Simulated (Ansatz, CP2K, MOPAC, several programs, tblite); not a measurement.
Energy against volume for a 2-atom cell of KI started from a crystallographic database, at fixed shape and fractional coordinates, computed by several methods (PBE and r2SCAN, where shown, with plane waves in Ansatz); the cell shown is that of r2SCAN. The symmetry is Fm-3m (No. 225, cubic); a = 7.089 Å in the conventional setting, 44.53 Å³ an atom. K is surrounded by 6 I at 3.54 Å; I is surrounded by 6 K at 3.54 Å. The values are computed, spin-unpolarised, and not measurements. Energies count from each curve's lowest point; fits are third-order Birch-Murnaghan.

```yaml
crystal:
  lattice:
    - [0.00000, 3.54457, 3.54457]
    - [3.54457, 0.00000, 3.54457]
    - [3.54457, 3.54457, 0.00000]
  atoms:
    - { symbol: K, position: [0.00000, 0.00000, 0.00000] }
    - { symbol: I, position: [0.50000, 0.50000, 0.50000] }
```

PBE/SZV (CP2K), on the shape of the cell shown:

| V (Å³/atom) | E (meV/atom) |
| --- | --- |
| 39.190 | 92.68 |
| 41.862 | 39.47 |
| 44.534 | 10.92 |
| 47.206 | 0.00 |
| 49.878 | 1.82 |

V₀ = 48.07 Å³ an atom and B₀ = 12 GPa.

GFN2-xTB (tblite), on the shape of the cell shown, as a cluster of 64 atoms at the zone centre:

| V (Å³/atom) | E (meV/atom) |
| --- | --- |
| 39.190 | 151.48 |
| 41.862 | 95.29 |
| 44.534 | 59.99 |
| 47.206 | 7.09 |
| 49.878 | 0.00 |

The lowest point is an end point, so the minimum isn't bracketed.

light PBE (260 eV, its own mesh), on the shape of the cell shown:
```
V (Å³/atom)  E (meV/atom)
     40.971         83.48
     42.752         99.40
     44.534         10.67
     46.315          8.67
     48.096          0.00
     49.878         11.65
```
The points scatter about a smooth fit, as a low cutoff and a light mesh can make them, so no fit is quoted.

PM7 (MOPAC), on the shape of the cell shown, as a cluster of 64 atoms at the zone centre:

| V (Å³/atom) | E (meV/atom) |
| --- | --- |
| 39.190 | 347.49 |
| 41.862 | 188.50 |
| 44.534 | 88.58 |
| 47.206 | 28.85 |
| 49.878 | 0.00 |

The lowest point is an end point, so the minimum isn't bracketed.

r2SCAN, on the shape of its own relaxed cell:
```tsv
V (Å³/atom)	E (meV/atom)
41.862	7.35
43.198	1.80
44.534	0.00
45.870	1.32
47.206	5.27
```
V₀ = 44.60 Å³ an atom and B₀ = 12 GPa.
